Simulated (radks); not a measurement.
# Cu¹⁶⁺ in [Ne] 3s2 4s1: an all-electron calculation

Wanted: eigenvalues, radial structure and energy terms of the copper ion Cu16+.

The numbers are computed with radks (a radial shooting solver on a logarithmic mesh, Libxc functionals) version 1 (scalar-relativistic Kohn-Sham, r2SCAN, spin-polarised, spherical densities, finite nucleus; open shells are filled with parallel spins first), except any that are marked as measured or tabulated.

### 1 The atom as given

* element: copper (Z = 29)
* charge: +16
* electrons: 13
* configuration: [Ne] 3s2 4s1
* nuclear rms radius: 3.8823 fm

Outer shells as boxes (Hund's rule):

Cu¹⁶⁺
```
[Ne] core
3s [↑↓]
4s [↑ ]
```

In the logs a row gives level, spin channel, occupation and eigenvalue; Etot, Ekin, Encl (electron-nucleus), Eh (Hartree) and Exc are energies, all in hartree; err is the last residual, it the number of iterations.

### 2 The calculation

Input:

```text
Z 29
configuration [Ne] 3s2 4s1
relativity scalar-relativistic
functional r2scan,r2scan
spin polarised
nucleus finite rms 3.8823 fm
c 137.035999084
```

Started as:

```sh
$ python run_ks.py task.json out
```

The same process makes all the runs of this session.

Log:

```text
1s      1   1.0000        -348.79895721
2s      1   1.0000         -61.00409928
2p      1   3.0000         -55.70941867
3s      1   1.0000         -21.68470520
4s      1   1.0000         -10.98954663
1s      2   1.0000        -348.78590321
2s      2   1.0000         -60.98746990
2p      2   3.0000         -55.69253871
3s      2   1.0000         -21.68729461
4s      2   0.0000         -10.29923576
Etot -1516.7247556293967
Ekin 1541.9480321258338
Encl -3336.292491497723
Eh 327.03479329083063
Exc -49.415089548338194
err 1.603499718453112e-06
it 13
```

Residual by iteration: 2.2e+01, 1.5e+01, 2.9e-01, 1.2e-01, 1.2e-02, 2.2e-03, 6.1e-04, 8.3e-05, 5.1e-05, 5.6e-05, 4.7e-06, 1.6e-06, 1.6e-06.

### 3 Radial structure

Radial moments (bohr):

| level | occupation | energy (eV) | <r> | outermost maximum (interpolated) | 90 % within | nodes |
| --- | --- | --- | --- | --- | --- | --- |
| 1s up | 1 | -9491.3 | 0.05212 | 0.0341 | 0.0931 | 0 |
| 1s down | 1 | -9490.9 | 0.05212 | 0.0341 | 0.0931 | 0 |
| 2s up | 1 | -1660.0 | 0.2317 | 0.195 | 0.357 | 1 |
| 2s down | 1 | -1659.6 | 0.2316 | 0.195 | 0.357 | 1 |
| 2p up | 3 | -1515.9 | 0.2031 | 0.157 | 0.331 | 0 |
| 2p down | 3 | -1515.5 | 0.2030 | 0.157 | 0.330 | 0 |
| 3s down | 1 | -590.14 | 0.5930 | 0.554 | 0.860 | 2 |
| 3s up | 1 | -590.07 | 0.5919 | 0.552 | 0.859 | 2 |
| 4s up | 1 | -299.04 | 1.144 | 1.14 | 1.60 | 3 |
| 4s down | 0 | -280.26 | 1.114 | 1.11 | 1.58 | 3 |

Radial density 4πr²ρ:

```csv
r (bohr),4πr²ρ (e/bohr)
0.00195,0.8295
0.00282,1.619
0.00404,3.049
0.00579,5.567
0.00837,9.843
0.0120,16.12
0.0172,24.14
0.0248,31.98
0.0356,35.39
0.0515,31.99
0.0737,26.89
0.106,30.00
0.153,38.44
0.219,32.57
0.314,14.43
0.453,6.358
0.650,3.997
0.939,1.721
1.35,1.064
1.93,0.1062
```

Electron localisation function: r (bohr), ELF and a bar.

```
  0.00173  1.00 ##############################
  0.00248  1.00 ##############################
  0.00358  1.00 ##############################
  0.00514  1.00 ##############################
  0.00742  1.00 ##############################
   0.0106  1.00 ##############################
   0.0153  1.00 ##############################
   0.0220  1.00 ##############################
   0.0316  0.98 #############################
   0.0453  0.85 ##########################
   0.0654  0.39 ############
   0.0938  0.29 #########
    0.135  0.69 #####################
    0.194  0.87 ##########################
    0.278  0.67 ####################
    0.402  0.11 ###
    0.576  0.56 #################
    0.826  0.05 #
     1.19  0.88 ##########################
     1.71  1.00 ##############################
     2.47  1.00 ##############################
```

Radial Coulomb (F) and exchange (G) integrals, eV:

```
integral  shells   value
      F0  4s, 4s  21.292
      F0  4s, 3s  26.005
      G0  4s, 3s   2.059
      F0  4s, 2p  29.910
      G1  4s, 2p   1.600
      F0  4s, 2s  29.558
      G0  4s, 2s   1.206
      F0  3s, 3s  41.257
      F0  3s, 2p  54.110
      G1  3s, 2p   5.385
```

X-ray form factor f at sin θ/λ (1/Å): 0.05: 12.95, 0.15: 12.58, 0.25: 11.95, 0.4: 10.84, 0.6: 9.54, 1: 7.44, 1.5: 5.35.

### 4 Results

| quantity | value |
| --- | --- |
| total energy | -1516.72476 hartree |
| exchange-correlation share of it | 3.26 % |
| −T/E | 1.0166 |
| highest occupied level | 4s up, -299.04 eV |
| most extended occupied level | 4s up, <r> = 1.14 bohr |
| radius at density 0.001 e/bohr³ | 2.06 bohr |
| maxima of the radial density | 2 |

4 principal shells are occupied and 2 maxima appear in the radial density; where shells overlap, one shows as a shoulder or not at all. −T/E is 1.017: with relativity the kinetic term as defined here no longer equals −E. This is not the tabulated ground configuration, so its levels and sizes aren't those of the ground state, and no measured value stands beside it.
